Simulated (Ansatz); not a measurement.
What does this script print? It uses Ansatz's Python interface.

The script, `ch5clssn.py`:
```python
import ansatz as az
from ase import Atoms

BASIS = "def2-SVP"
FUNCTIONAL = "pbe0"
FORCE_TOL = 0.02
METHOD = "mp2"

atoms = Atoms(["C", "S", "Sn", "Cl", "H", "H", "H", "H", "H"], positions=[
    [0.0319, 1.2988, -0.8363],
    [1.4094, 0.246, -0.6058],
    [0.1647, -1.2559, 0.8332],
    [-1.4991, -2.2347, -0.3545],
    [-0.8453, 0.7752, -1.3414],
    [-0.3502, 1.7702, 0.1262],
    [0.3041, 2.1852, -1.5072],
    [1.3161, -2.4892, 1.4224],
    [-0.4432, -0.3419, 2.2463],
])

first = (
    az.Crystal.molecule_from_ase(atoms).calculation()
    .basis(gaussian=BASIS)
    .functional(FUNCTIONAL)
    .relax(force_tolerance=FORCE_TOL, max_steps=80)
)
atoms.positions = first.run(threads=1, backend="cpu").report["positions_ang"]

rows = []
for angle in [90, 100, 110, 120, 135, 150, 165, 179]:
    bent = atoms.copy()
    bent.set_angle(0, 1, 2, angle, indices=[2, 3, 7, 8])
    model = (
        az.Crystal.molecule_from_ase(bent).calculation()
        .basis(gaussian=BASIS)
        .correlation(METHOD)
    )
    rows.append((angle, model.run(threads=1, backend="cpu").report["free_energy_ev"]))
floor = min(e for _, e in rows)
for angle, e in rows:
    print(f"angle C0-S1-Sn2 = {angle:3d} deg   {1000 * (e - floor):9.1f} meV")
```

```console
$ python ch5clssn.py
angle C0-S1-Sn2 =  90 deg        55.5 meV
angle C0-S1-Sn2 = 100 deg         0.0 meV
angle C0-S1-Sn2 = 110 deg        80.4 meV
angle C0-S1-Sn2 = 120 deg       258.7 meV
angle C0-S1-Sn2 = 135 deg       663.3 meV
angle C0-S1-Sn2 = 150 deg      1163.5 meV
angle C0-S1-Sn2 = 165 deg      1631.9 meV
angle C0-S1-Sn2 = 179 deg      1866.1 meV
```

What to keep in mind:
- These settings explore the input space; basis and method may be short of convergence.
- The scan is rigid, and the energies are electronic, in a modest basis. The zero is the lowest point of the grid, which needn't be the minimum.
- def2 sets replace the cores of elements past krypton by effective core potentials.
- The start is relaxed with a density functional and scanned with the wavefunction method, so it isn't exactly that method's minimum.
- Finished in 2.2 min on 1 thread of Arm Neoverse N1 (shared host), peak memory 0.31 GiB.
